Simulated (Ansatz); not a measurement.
Set up this calculation in Ansatz 0.2.0, as the native input.

```
Task                                : band structure
Functional                          : PBE
Potentials or basis                 : Ansatz PAW
Cutoff                              : 420 eV (not typed: the program's choice for these potentials)
k mesh                              : 11 × 11 × 1
Occupations                         : fermi-dirac, width 0.05 eV
Spin                                : collinear spin, ferromagnetic start
Starting moments                    : [0.0, 0.0, 2.0, 0.0, 0.0] μB
Boundary along the surface normal   : dipole_correction
Path                                : [["G", "M", "K", "G"]]
Points for each segment of the path : 14
Miller                              : [0, 0, 1]
Bulk formula                        : CoPtO2
```

Slab: CoPt2O2, a slab with vacuum.

```
CELL_PARAMETERS angstrom
2.82454 0.00000 0.00000
-1.41227 2.44612 0.00000
0.00000 0.00000 20.93939
ATOMIC_POSITIONS crystal
Pt 0.66667 0.33333 0.35818
O 0.66667 0.33333 0.45369
Co 0.00000 0.00000 0.50000
O 0.33333 0.66667 0.54631
Pt 0.33333 0.66667 0.64182
```

The cell isn't the ideal one: the (0 0 1) slab of CoPtO2, cut from the database cell, not relaxed.

These files were run (other wordings do the same):

input.yaml

```yaml
crystal:
  lattice:
    - [2.8245398345, 0.0, 0.0]
    - [-1.4122699173, 2.4461232507, 0.0]
    - [0.0, 0.0, 20.9393891094]
  atoms:
    - { symbol: Pt, position: [0.6666666667, 0.3333333333, 0.3581766383] }
    - { symbol: O, position: [0.6666666667, 0.3333333333, 0.4536895923] }
    - { symbol: Co, position: [0.0, 0.0, 0.5], spin: 2.0 }
    - { symbol: O, position: [0.3333333333, 0.6666666667, 0.5463104077] }
    - { symbol: Pt, position: [0.3333333333, 0.6666666667, 0.6418233617] }
hamiltonian:
  xc: pbe
  pseudopotentials: { kind: paw }
magnetization:
  spin_polarized: true
kpoints:
  mp_grid: { grid: [11, 11, 1] }
  band_path:
    path:
      - [0.0, 0.0, 0.0]
      - [0.5, 0.0, 0.0]
      - [0.3333333333, 0.3333333333, 0.0]
      - [0.0, 0.0, 0.0]
    npoints: 14
scf:
  occupations: { method: fermi_dirac, width: 0.05 }
  n_extra_bands: 12
output:
  forces: true
  eigenvalues: true
  fatbands: true
efield:
  axis: 3
  dipole_correction: true
  ramp_width: 0.04
```

Potentials or basis: Ansatz PAW.

Command:

```console
$ ansatz run input.yaml --threads 4 --pin off --max-ram 11264MiB --backend cpu --events-out ev --progress --plain --runs-dir out
```

It gave:

| Quantity | Value |
| --- | --- |
| Largest force | 0.900 eV/Å |
| Band gap on the k mesh | none (metal or under the smearing width) |
| Net moment | 1.24 μB per cell |
| Absolute moment | 1.27 μB per cell |
| Site moments | Pt +0.22; O +0.05; Co +0.39 μB |
| Work function of the upper face | 5.19 eV |
| Work function of the lower face | 5.19 eV |
| Dipole across the slab | 0.000 e·Å |

Caveat: spin-orbit coupling is left out, which moves the levels of the heavy elements; semilocal functionals often make such compounds metallic where correlation or magnetic order opens a gap, which also shifts bond lengths.

Run time: 22 s on 4 threads of Arm Neoverse V2 (shared host), peak memory 0.62 GiB.
